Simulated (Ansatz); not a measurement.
# Ge3H (quartet): wave-function methods side by side at a displaced geometry (v1), cc-pVDZ

One table from this session's results is given with a row withheld; the runs are named, their logs left out.

Program: Ansatz 0.2.0, Gaussian basis. Level of theory: cc-pVDZ, core rule «outside noble gas», up to 42 orbitals frozen. These are calculated values, not measurements.

Plan: UHF; CCSD(T) on ROHF; CCSD(T) on UHF; BCCD(T) on ROHF; CISD; CCSDT(Q) on ROHF; CCSDT(Q) on UHF.

33 further runs of the same task are left out: 23 that didn't finish, 10 set aside as unsound or not needed.

## The system

The geometry is a PBE0/def2-TZVP stationary point (not a proven minimum) with its atoms shifted at random (size 0.040 Å). No spin-orbit coupling is included. The filled d shell of Ge may be among the frozen orbitals whatever the setting's name suggests; the logs give the count.

4 atoms, charge 0, spin multiplicity 4.

Atoms are counted from 1 here; the program's logs count them from 0.

Bond lengths: Ge1–Ge2 2.420 Å, Ge1–H4 1.602 Å, Ge2–Ge3 2.443 Å. Angles: Ge2–Ge1–H4 75.7°, Ge1–Ge2–Ge3 178.8°.

Coordinates:

```csv
atom,x (Å),y (Å),z (Å)
Ge1,0.00235,-0.41946,1.91360
Ge2,0.00145,-0.38317,-0.50631
Ge3,0.04948,-0.33542,-2.94833
H4,-0.05329,1.13806,1.54104
```

The first run:

The input, in.yaml:

```yaml
crystal:
  periodic: [false, false, false]
  atoms:
    - {symbol: Ge, position_ang: [0.002351, -0.419464, 1.913596]}
    - {symbol: Ge, position_ang: [0.001454, -0.383174, -0.506308]}
    - {symbol: Ge, position_ang: [0.049483, -0.335424, -2.948329]}
    - {symbol: H, position_ang: [-0.053288, 1.138062, 1.541041]}
basis:
  gaussian: {orbitals: cc-pVDZ}
magnetization: {spin_polarized: true, initial_magnetization: 3}
hamiltonian: {xc: hf}
output: {orbitals: {seedname: orbitals}}
```

On the command line:

```sh
$ ansatz run in.yaml --threads 1 --pin off --events-out ev --progress --plain --max-ram 2393MiB
```

Steps of the session up to this table: UHF; CCSD(T) on ROHF; CCSD(T) on UHF; BCCD(T) on ROHF; CISD; CCSDT(Q) on ROHF; CCSDT(Q) on UHF.

One of the session's tables, all rows but one given; the rest of the session is left out.

It belongs to the step «Misses and costs». 

```
   method  from RCCSDT(Q) (kcal/mol)
     ROHF                    +166.03
      UHF                    +162.23
     RMP2                     +35.62
     UMP2                     +36.46
     CISD                     +27.87
    RCCSD                     +10.09
    UCCSD                      +9.84
 RCCSD(T)                      +2.23
 UCCSD(T)                      +2.13
  BCCD(T)                      +2.19
   RCCSDT                      +0.73
   UCCSDT                          ?
RCCSDT(Q)                          0
UCCSDT(Q)                      -0.20
```

Q: Estimate the row for UCCSDT from the others.

**Answer.** from RCCSDT(Q) (kcal/mol): +0.57. In the column «from RCCSDT(Q) (kcal/mol)» it lies between RCCSDT(Q) (0) and RCCSDT (+0.73).

Caveats from the session: Restricted and unrestricted rows rest on different reference determinants; where their highest levels disagree by more than a few hundredths of an eV, they describe different states and don't form one ladder.
